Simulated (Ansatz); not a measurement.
# BF2H4N: the cost of one run

All numbers below are computed with Ansatz 0.2.0 (RKS PBE/cc-pVDZ).

### Step 1. Starting point

Bond lengths: B1–F3 1.320 Å, B1–N4 1.550 Å, N4–H5 1.060 Å, N4–H6 1.060 Å, B1–F7 1.620 Å. Angles: F3–B1–N4 120.0°, F3–B1–F7 105.4°, N4–B1–F7 92.8°, B1–N4–H5 120.0°, B1–N4–H6 120.0°, H5–N4–H6 120.0°.

As a file:

```xyz
8

B     0.0000    0.0000    0.0000
H     0.0000    0.0000    1.5400
F     1.1431    0.0000   -0.6600
N    -1.3423    0.0000   -0.7750
H    -2.0112   -0.8164   -0.6764
H    -1.5914    0.8164   -1.4036
F    -0.2026    1.5239    0.5108
H    -0.1143    0.8600    1.4996
```

### Step 2. Pulling towards end A

Springs on the bonds that form and break draw the guess towards this end; the thresholds are loose.

Contents of input.yaml:

```yaml
crystal:
  periodic: [false, false, false]
  atoms:
    - { symbol: B, position_ang: [0.0, 0.0, 0.0] }
    - { symbol: H, position_ang: [0.0, 0.0, 1.54] }
    - { symbol: F, position_ang: [1.1431, 0.0, -0.66] }
    - { symbol: "N", position_ang: [-1.3423, 0.0, -0.775] }
    - { symbol: H, position_ang: [-2.0112, -0.8164, -0.6764] }
    - { symbol: H, position_ang: [-1.5914, 0.8164, -1.4036] }
    - { symbol: F, position_ang: [-0.2026, 1.5239, 0.5108] }
    - { symbol: H, position_ang: [-0.1143, 0.86, 1.4996] }
basis:
  gaussian: { orbitals: cc-pVDZ }
hamiltonian:
  xc: pbe
relax:
  f_tol: 0.15
  max_steps: 25
  restrain:
    - { distance: [0, 6], at: 2.52, k: 30.0 }
    - { distance: [7, 1], at: 1.86, k: 30.0 }
    - { distance: [0, 1], at: 1.19, k: 30.0 }
    - { distance: [7, 6], at: 0.92, k: 30.0 }
```

Started as:

```
$ ansatz run input.yaml --threads 1 --pin off --max-ram 2048MiB --backend cpu --events-out ev --progress --plain --runs-dir out
```

Q: Estimate wall time and peak memory on 1 thread of Arm Neoverse V2, shared host.

About 16 s, with a peak of 0.13 GiB.
